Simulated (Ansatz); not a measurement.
# AlHCl2: the cost of one run

Computed with Ansatz 0.2.0 (DFT PBE, scalar-relativistic, plane waves, PAW, unless a step's input says otherwise).

## 1. The structure to begin with

It takes space group P-3m1 (No. 164, trigonal). Conventional cell: a = 3.754 Å, b = 3.754 Å, c = 6.122 Å, α = 90.00°, β = 90.00°, γ = 120.00°. Al (site symmetry -3m) is surrounded by 6 Cl at 2.70 Å and 2 H at 3.06 Å. Around H (site symmetry -3m) lie 6 Cl at 2.60 Å and 2 Al at 3.06 Å. Cl (site symmetry 3m) has 3 H at 2.60 Å and 3 Al at 2.70 Å as nearest neighbours.

Structure file:

```
Al H Cl
1.0
     3.75429    0.00000    0.00000
    -1.87715    3.25131    0.00000
     0.00000    0.00000    6.12230
Al H Cl
1 1 2
Direct
  0.00000 0.00000 0.00000
  0.00000 0.00000 0.50000
  0.66667 0.33333 0.26420
  0.33333 0.66667 0.73580
```

A structure generator made this guess: species swapped into a database cell of TiCrAs2 (P-3m1, No. 164), with Al on the Ti sites, H on the Cr sites and Cl on the As sites. The dimensions are guesses.

## 2. Probe: one point on a coarse mesh

Input file input.yaml:

```yaml
crystal:
  lattice:
    - [3.75429427, 0.0, 0.0]
    - [-1.87714713, 3.25131421, 0.0]
    - [0.0, 0.0, 6.12229888]
  atoms:
    - { symbol: Al, position: [0.0, 0.0, 0.0] }
    - { symbol: H, position: [0.0, 0.0, 0.5] }
    - { symbol: Cl, position: [0.66666667, 0.33333333, 0.2642] }
    - { symbol: Cl, position: [0.33333333, 0.66666667, 0.7358] }
basis:
  ecutwfc: 420
kpoints:
  mp_grid: { grid: [6, 6, 4] }
hamiltonian:
  xc: pbe
scf:
  occupations: { method: gaussian, width: 0.1 }
  lower_state_search: "off"
output:
  forces: true
  stress: true
  eigenvalues: true
```

Command:

```console
$ ansatz run input.yaml --threads 1 --pin off --max-ram 2560MiB --backend cpu --events-out ev --progress --plain --runs-dir out
```

**Question.** How long does this run take on 1 thread of Intel Xeon at 2.70GHz, shared host, and how much memory does it need?

About 2.8 s, with a peak of 0.34 GiB.
